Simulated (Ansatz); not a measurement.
# TiO2 with a defect (As on a Ti site): a single-point run

Aim: the field gradients at the nuclei of TiO2 with a defect (As on a Ti site), from a sound single-point run.

Computed with Ansatz 0.2.0 (DFT, PBE, plane-wave PAW, default files, scalar-relativistic, unless a step's input says otherwise).

## (1) The starting structure

It takes space group Pmmm (No. 47, orthorhombic). Conventional cell: a = 6.494 Å, b = 6.494 Å, c = 8.872 Å, α = 90.00°, β = 90.00°, γ = 90.00°. Around As (site symmetry mmm) lie 6 O at 1.95 to 1.98 Å. Around Ti (site symmetry mm2) lie 6 O at 1.95 to 1.98 Å. Around Ti (site symmetry mmm) lie 6 O at 1.95 to 1.98 Å.

Structure file:

```
As Ti O
1.0
     4.59220    4.59220    0.00000
    -4.59220    4.59220    0.00000
     0.00000    0.00000    8.87220
As Ti O
1 11 24
Direct
  0.00000 0.00000 0.00000
  0.00000 0.00000 0.33333
  0.00000 0.00000 0.66667
  0.50000 0.50000 0.00000
  0.50000 0.50000 0.33333
  0.50000 0.50000 0.66667
  0.50000 0.00000 0.16667
  0.50000 0.00000 0.50000
  0.50000 0.00000 0.83333
  0.00000 0.50000 0.16667
  0.00000 0.50000 0.50000
  0.00000 0.50000 0.83333
  0.30496 0.00000 0.00000
  0.30496 0.00000 0.33333
  0.30496 0.00000 0.66667
  0.80496 0.50000 0.00000
  0.80496 0.50000 0.33333
  0.80496 0.50000 0.66667
  0.50000 0.30496 0.16667
  0.50000 0.30496 0.50000
  0.50000 0.30496 0.83333
  0.00000 0.80496 0.16667
  0.00000 0.80496 0.50000
  0.00000 0.80496 0.83333
  0.69504 0.00000 0.00000
  0.69504 0.00000 0.33333
  0.69504 0.00000 0.66667
  0.19504 0.50000 0.00000
  0.19504 0.50000 0.33333
  0.19504 0.50000 0.66667
  0.50000 0.69504 0.16667
  0.50000 0.69504 0.50000
  0.50000 0.69504 0.83333
  0.00000 0.19504 0.16667
  0.00000 0.19504 0.50000
  0.00000 0.19504 0.83333
```

## (2) The calculation

input.yaml

```yaml
crystal:
  lattice:
    - [4.5922, 4.5922, 0.0]
    - [-4.5922, 4.5922, 0.0]
    - [0.0, 0.0, 8.8722]
  atoms:
    - { symbol: As, position: [0.0, 0.0, 0.0] }
    - { symbol: Ti, position: [0.0, 0.0, 0.3333333333] }
    - { symbol: Ti, position: [0.0, 0.0, 0.6666666667] }
    - { symbol: Ti, position: [0.5, 0.5, 0.0] }
    - { symbol: Ti, position: [0.5, 0.5, 0.3333333333] }
    - { symbol: Ti, position: [0.5, 0.5, 0.6666666667] }
    - { symbol: Ti, position: [0.5, 0.0, 0.1666666667] }
    - { symbol: Ti, position: [0.5, 0.0, 0.5] }
    - { symbol: Ti, position: [0.5, 0.0, 0.8333333333] }
    - { symbol: Ti, position: [0.0, 0.5, 0.1666666667] }
    - { symbol: Ti, position: [0.0, 0.5, 0.5] }
    - { symbol: Ti, position: [0.0, 0.5, 0.8333333333] }
    - { symbol: O, position: [0.30496, 0.0, 0.0] }
    - { symbol: O, position: [0.30496, 0.0, 0.3333333333] }
    - { symbol: O, position: [0.30496, 0.0, 0.6666666667] }
    - { symbol: O, position: [0.80496, 0.5, 0.0] }
    - { symbol: O, position: [0.80496, 0.5, 0.3333333333] }
    - { symbol: O, position: [0.80496, 0.5, 0.6666666667] }
    - { symbol: O, position: [0.5, 0.30496, 0.1666666667] }
    - { symbol: O, position: [0.5, 0.30496, 0.5] }
    - { symbol: O, position: [0.5, 0.30496, 0.8333333333] }
    - { symbol: O, position: [0.0, 0.80496, 0.1666666667] }
    - { symbol: O, position: [0.0, 0.80496, 0.5] }
    - { symbol: O, position: [0.0, 0.80496, 0.8333333333] }
    - { symbol: O, position: [0.69504, 0.0, 0.0] }
    - { symbol: O, position: [0.69504, 0.0, 0.3333333333] }
    - { symbol: O, position: [0.69504, 0.0, 0.6666666667] }
    - { symbol: O, position: [0.19504, 0.5, 0.0] }
    - { symbol: O, position: [0.19504, 0.5, 0.3333333333] }
    - { symbol: O, position: [0.19504, 0.5, 0.6666666667] }
    - { symbol: O, position: [0.5, 0.69504, 0.1666666667] }
    - { symbol: O, position: [0.5, 0.69504, 0.5] }
    - { symbol: O, position: [0.5, 0.69504, 0.8333333333] }
    - { symbol: O, position: [0.0, 0.19504, 0.1666666667] }
    - { symbol: O, position: [0.0, 0.19504, 0.5] }
    - { symbol: O, position: [0.0, 0.19504, 0.8333333333] }
total_charge: 1
kpoints:
  mp_grid: { grid: [3, 3, 2] }
scf:
  occupations: { method: fermi_dirac, width: 0.01 }
  max_iter: 80
hamiltonian:
  xc: pbe
  pseudopotentials: { kind: paw }
output:
  forces: true
  stress: true
  populations: true
  efg:
    quadrupole_moments_barn: { As: 0.311, Ti: 0.247, O: -0.02558 }
    contact_densities: true
basis:
  ecutrho_ratio: 0
```

On the command line:

```console
ansatz run input.yaml --threads 1 --pin off --max-ram 3072MiB --backend cpu --events-out ev --progress --plain --runs-dir out
```

What it wrote:

```text
Error: invalid value for `basis.ecutrho_ratio`: must be in [1, 1024]; got 0
```

It took 0.09 s on 1 thread of Arm Neoverse V1, shared host; peak memory 0.074 GiB.

## (3) Diagnosis

Nothing was computed: the input was turned down at the start. The line that matters: «invalid value for `basis.ecutrho_ratio`: must be in [1, 1024]; got 0»

In the input, basis.ecutrho_ratio is 0. The program checks this value's range before starting, and it fails the check.

The cure: delete basis.ecutrho_ratio (the default then holds).

## (4) Second try

Besides the cure, the input differs in: scf.max_iter.

input.yaml: that of step 2 with these lines changed.

```diff
@@ -47,3 +47,2 @@
   occupations: { method: fermi_dirac, width: 0.01 }
-  max_iter: 80
 hamiltonian:
@@ -58,3 +57 @@
     contact_densities: true
-basis:
-  ecutrho_ratio: 0
```

On the command line:

```console
ansatz run input.yaml --threads 1 --pin off --max-ram 3072MiB --backend cpu --events-out ev --progress --plain --runs-dir out
```

The main lines of its log:

```text
[...]
Basis set: ecut = 420 eV, 7337 PW (Γ), exchange–correlation on 90×90×120 points (8 copies of the dense FFT grid, shifted against one another)
[...]
k-points: 8 of 18
[...]
SCF iter   1: F=—  HF=-46023.994059 eV  |F-HF|=—  |Δ(HF+E_count)|=         —  Δρ=8.37e-3  dr2=2.77e-1  ethr=1.77e-3  ⟨swp⟩=4.1  Hψ=5106  notcnv=0  defer=66
preconditioner: auto → Resta (q_TF=auto, 2.615 Å⁻¹)  ε∞=8.7  [insulator: Δε(μ)=0.673 eV  Ē_g=9.592 eV  σ=0.010 eV  W_gap=1.00  n_scr=122 (ndim 8)  ℏωp=26.6 eV  f_vac=0.019  D(μ)=0.00/eV (n_scr^D=0)  ε∞_Penn≈8.7]
SCF iter   2: F=—  HF=-46023.934903 eV  |F-HF|=—  |Δ(HF+E_count)|=   5.92e-2  Δρ=4.27e-3  dr2=5.67e-2  ethr=9.56e-5  ⟨swp⟩=2.9  Hψ=2694  notcnv=0  defer=241
[...]
SCF iter  10: F=—  HF=-46023.924045 eV  |F-HF|=—  |Δ(HF+E_count)|=   1.05e-7  Δρ=6.55e-6  dr2=1.51e-7  ethr=3.34e-10  ⟨swp⟩=2.0  Hψ=1930  notcnv=0  defer=241
SCF iter  11: F=-46023.924045 eV  HF=-46023.924045 eV  |F-HF|=2.18e-9  |Δ(HF+E_count)|=   4.26e-8  Δρ=2.48e-6  dr2=2.11e-8  ethr=3.45e-11  ⟨swp⟩=9.9  Hψ=5997  notcnv=0
[...]
SCF converged after 11 iterations
Free energy (F): -46023.924045 eV
[...]
E sigma→0 (E₀):  -46023.924045 eV
Fermi energy:    9.498408 eV
[...]
  P = ⅓ Tr σ = 5.1170 GPa (51.170 kbar)
[...]
```

Wall time 77 s (1 thread of Arm Neoverse V1, shared host); peak memory 1 GiB.

Like atoms gathered into sites: 11 of 16, those nearest the defect, the farthest of each element and the two largest gradients.

```csv
site,atoms,distance from the defect (Å),V_zz (10²¹ V/m²),η,C_Q (MHz)
As,1,0.00,3.06,0.35,23.0 (⁷⁵As)
O22,"22, 24, 34, 36",1.95,11.44,0.48,-7.08 (¹⁷O)
O13,"13, 25",1.98,11.61,0.33,-7.18 (¹⁷O)
Ti2,"2, 3",2.96,-2.41,0.45,-14.4 (⁴⁹Ti)
O16,"16, 28",3.49,1.99,0.51,-1.23 (¹⁷O)
O14,"14, 15, 26, 27",3.56,-2.65,0.91,1.64 (¹⁷O)
Ti7,"7, 9",3.57,-1.39,0.42,-8.31 (⁴⁹Ti)
Ti10,"10, 12",3.57,-2.86,0.82,-17.1 (⁴⁹Ti)
O19,"19, 21, 31, 33",4.08,2.33,0.89,-1.44 (¹⁷O)
Ti8,8,5.50,-1.90,0.00,-11.3 (⁴⁹Ti)
O20,"20, 32",5.84,2.24,0.87,-1.39 (¹⁷O)
```

V_zz is the principal component of the electric field gradient with the largest magnitude, η = (V_xx − V_yy)/V_zz and C_Q = eQV_zz/h. Q values from Pyykkö, Mol. Phys. 116, 1328 (2018).

## (5) Outcome

```
                           quantity                     value
                          first try                   refused
                              cause        value out of range
                         second try  converged, 11 SCF cycles
energy (zero set by the potentials)            -46023.9240 eV
                           pressure                  5.12 GPa
                    gap on the mesh                   0.61 eV
                      largest force                1.990 eV/Å
               largest V_zz in size  11.61 × 10²¹ V/m² at O13
```

The second try converges in 11 SCF cycles. The largest force in the second run is 1.990 eV/Å, so the atoms are not at their relaxed places.
